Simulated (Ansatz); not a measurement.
**ZrH2 (triplet): wave-function methods side by side, def2-SVP**

How much of the correlation energy of ZrH2 (triplet) does each wave-function method recover here?

Computed with Ansatz 0.2.0, Gaussian basis. Level: def2-SVP, core rule «outside noble gas», up to 4 orbitals frozen.

Plan: UHF; CCSD(T) on ROHF; CCSD(T) on UHF; CISD; CCSDT(Q) on ROHF; CCSDT(Q) on UHF; Full CI.

17 further runs of the same task are left out: 6 for a known fault of the program, 3 that didn't finish, 8 set aside as unsound or not needed.

**1. What is computed**

The geometry is a PBE0/def2-TZVP stationary point (not a proven minimum) of the parent state, kept for this charge and spin. No spin-orbit coupling is included. Elements past krypton take def2 core potentials.

3 atoms, charge 0, spin multiplicity 3.

Atoms are counted from 1 here; the program's logs count them from 0.

Bond lengths: Zr1–H2 1.929 Å, Zr1–H3 1.929 Å. Angles: H2–Zr1–H3 180.0°.

**2. UHF**

in.yaml reads:

```yaml
crystal:
  periodic: [false, false, false]
  atoms:
    - {symbol: Zr, position_ang: [0.000000, 0.000000, 0.000000]}
    - {symbol: H, position_ang: [0.000000, 0.000000, -1.928800]}
    - {symbol: H, position_ang: [0.000000, 0.000000, 1.928800]}
basis:
  gaussian: {orbitals: def2-SVP}
magnetization: {spin_polarized: true, initial_magnetization: 2}
hamiltonian: {xc: hf}
output: {orbitals: {seedname: orbitals}}
```

Run with:

```sh
ansatz run in.yaml --threads 1 --pin off --events-out ev --progress --plain --max-ram 2393MiB
```

The runs that follow: CCSD(T) on ROHF; CCSD(T) on UHF; CISD; CCSDT(Q) on ROHF; CCSDT(Q) on UHF; Full CI.

Q: Predict the results of all the runs planned. Wanted: FCI below the RHF energy; RMP2 from FCI; UMP2 from FCI; RCCSD from FCI; RCCSD(T) from FCI; UCCSD(T) from FCI; RCCSDT(Q) from FCI; UCCSDT(Q) from FCI; T1 diagnostic.

The runs gave:

| quantity | value |
| --- | --- |
| FCI below the RHF energy | -2.1343 eV |
| RMP2 from FCI | +52.0 kJ/mol |
| UMP2 from FCI | +45.0 kJ/mol |
| RCCSD from FCI | +4.3 kJ/mol |
| RCCSD(T) from FCI | +1.3 kJ/mol |
| UCCSD(T) from FCI | -5.4 kJ/mol |
| RCCSDT(Q) from FCI | 0.0 kJ/mol |
| UCCSDT(Q) from FCI | -6.7 kJ/mol |
| levels within 1 kcal/mol (43 meV) | UCCSD, RCCSD(T), RCCSDT, RCCSDT(Q) |
| T1 diagnostic | 0.014 |
| effectively unpaired electrons | 2.02 |

RCCSD(T) lands +1.3 kJ/mol from the yardstick (0.6 % of the correlation energy). CCSD(T) misses by +1.3 kJ/mol on the restricted determinant and by -5.4 kJ/mol on the unrestricted one; the two need not hold the same state or core. UCCSD, UCCSD(T), UCCSDT, UCCSDT(Q) fall below full CI: unrestricted runs freeze a spin-polarised core, another one than full CI's, and coupled cluster isn't variational. One determinant dominates. These misses are within one basis, not against nature; the frozen cores of restricted and unrestricted runs differ, which can shift their rows.
